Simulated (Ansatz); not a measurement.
# B: the cost of one run

Computed with Ansatz 0.2.0 (DFT PBE, scalar-relativistic, plane waves, PAW, unless a step's input says otherwise).

2 further runs of the same task are left out: 1 that didn't finish, 1 set aside as unsound or not needed. Runs told in other sessions of the task aren't counted.

### 1 The starting structure

It takes space group P-3m1 (No. 164, trigonal). Conventional cell: a = 2.913 Å, b = 2.913 Å, c = 15.000 Å, α = 90.00°, β = 90.00°, γ = 120.00°. B (site symmetry 3m) is surrounded by 3 B at 1.68 Å.

As a file:

```
B
1.0
     2.91281    0.00000    0.00000
    -1.45640    2.52257    0.00000
     0.00000    0.00000   15.00000
B
2
Direct
  0.66667 0.33333 0.50292
  0.33333 0.66667 0.49708
```

The cell is invented: random sheet by layer group and Wyckoff sites. The dimensions are guesses.

It is a sheet, periodic along a and b, with vacuum along c; volumes and pressures of the box carry no meaning, and space groups named for it are those of the box.

### 2 Probe: one point on a coarse mesh

input.yaml reads:

```yaml
crystal:
  lattice:
    - [2.91281, 0.0, 0.0]
    - [-1.456405, 2.522567, 0.0]
    - [0.0, 0.0, 15.0]
  atoms:
    - { symbol: B, position: [0.66666667, 0.33333333, 0.50291851] }
    - { symbol: B, position: [0.33333333, 0.66666667, 0.49708149] }
  periodic: [true, true, false]
basis:
  ecutwfc: 420
kpoints:
  mp_grid: { grid: [6, 6, 1] }
hamiltonian:
  xc: pbe
scf:
  occupations: { method: gaussian, width: 0.1 }
  lower_state_search: "off"
output:
  forces: true
  stress: true
  eigenvalues: true
```

Started as:

```console
$ ansatz run input.yaml --threads 1 --pin off --max-ram 2560MiB --backend cpu --events-out ev --progress --plain --runs-dir out
```

What time and memory should one allow on 1 thread of Arm Neoverse N1, shared host?

About 2.3 s, with a peak of 0.3 GiB.
